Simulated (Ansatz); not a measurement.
**Cobalt, omega (AlB2-type) under BLYP: from relaxation to bulk modulus**

What does BLYP give for cobalt in the omega (AlB2-type) structure? We relax it, solve it on a dense k-mesh, then scale the cell to 7 volumes from 88 to 112 % of the relaxed one and try a fit of the equation of state. The start is ferromagnetic. The k-meshes are 9×9×13 for the relaxation; 12×12×17 for the dense run; 12×12×17 for the volumes.

Program: Ansatz 0.2.0. Level of theory: DFT BLYP, plane waves (420 eV) with PAW, scalar-relativistic; PBE-made PAW files. These are calculated values, not measurements.

## (1) The starting structure

The structure is hexagonal, space group P6/mmm (No. 191). Conventional cell: a = 3.970 Å, b = 3.970 Å, c = 2.434 Å, α = 90.00°, β = 90.00°, γ = 120.00°. Co (site symmetry 6/mmm) has 14 Co at 2.43 to 2.60 Å as nearest neighbours. Co (site symmetry -6m2) is surrounded by 11 Co at 2.29 to 2.60 Å.

Coordinates:

```cif
data_structure
_symmetry_space_group_name_H-M 'P 1'
_symmetry_Int_Tables_number 1
_cell_length_a 3.9701
_cell_length_b 3.9701
_cell_length_c 2.4337
_cell_angle_alpha 90.000
_cell_angle_beta 90.000
_cell_angle_gamma 120.000
_cell_volume 33.22
loop_
_atom_site_label
_atom_site_type_symbol
_atom_site_fract_x
_atom_site_fract_y
_atom_site_fract_z
_atom_site_occupancy
Co1 Co 0.00000 0.00000 0.00000 1
Co2 Co 0.33333 0.66667 0.50000 1
Co3 Co 0.66667 0.33333 0.50000 1
```

The atoms start with moments of +1.7 ×3 μB.

## (2) Relaxing cell and atoms

Contents of input.yaml:

```yaml
crystal:
  lattice:
    - [3.9701439143, 0.0, 0.0]
    - [-1.9850719572, 3.4382454865, 0.0]
    - [0.0, 0.0, 2.4336982195]
  atoms:
    - { symbol: Co, position: [0.0, 0.0, 0.0], spin: 1.7 }
    - { symbol: Co, position: [0.3333333333, 0.6666666667, 0.5], spin: 1.7 }
    - { symbol: Co, position: [0.6666666667, 0.3333333333, 0.5], spin: 1.7 }
hamiltonian:
  xc: blyp
  pseudopotentials:
    kind: paw
    azcp:
      Co: "pseudopotentials/Co.paw.azcp"
basis:
  ecutwfc: 420
  fft_grid_basis: typed
kpoints:
  mp_grid: { grid: [9, 9, 13], shift: [0, 0, 0] }
magnetization:
  spin_polarized: true
scf:
  occupations: { method: fermi_dirac, width: 0.05 }
relax:
  max_steps: 60
  f_tol: 0.01
  cell: {}
```

After this run come: Dense single point; At 88 % of the relaxed volume; At 92 % of the relaxed volume; At 96 % of the relaxed volume; At 100 % of the relaxed volume; At 104 % of the relaxed volume; At 108 % of the relaxed volume; At 112 % of the relaxed volume.

Before running it: what results should come out? Wanted: space group; conventional cell; volume; shortest distance; gap on the mesh; magnetic state; relative to hcp, ferromagnetic; V₀, B₀, B₀′.

The runs gave:

| quantity | value |
| --- | --- |
| space group (spins left aside) | P6/mmm (No. 191) |
| conventional cell | a = 4.019 Å, c = 2.480 Å (c/a = 0.617) |
| volume | 11.561 Å³/atom |
| shortest distance | 2.320 Å |
| gap on the mesh | none (levels filled in part) |
| magnetic state | ferromagnetic, up to 1.74 μB per atom |
| relative to hcp, ferromagnetic | +67 meV/atom |
| V₀, B₀, B₀′ | 11.559 Å³/atom, 182 GPa, 4.8 |

The relaxation enlarged the cell by 4.4 % in volume. Against the reference form of cobalt (hcp, ferromagnetic, computed apart with the same settings) it stands 67 meV/atom higher. The final state is ferromagnetic (largest moment 1.74 μB). Levels at the Fermi energy are filled in part, as in a metal. The fitted modulus is 182 GPa; letting shape and positions relax at each volume could only lower it. Relaxation kept the symmetry; phonons were not checked.
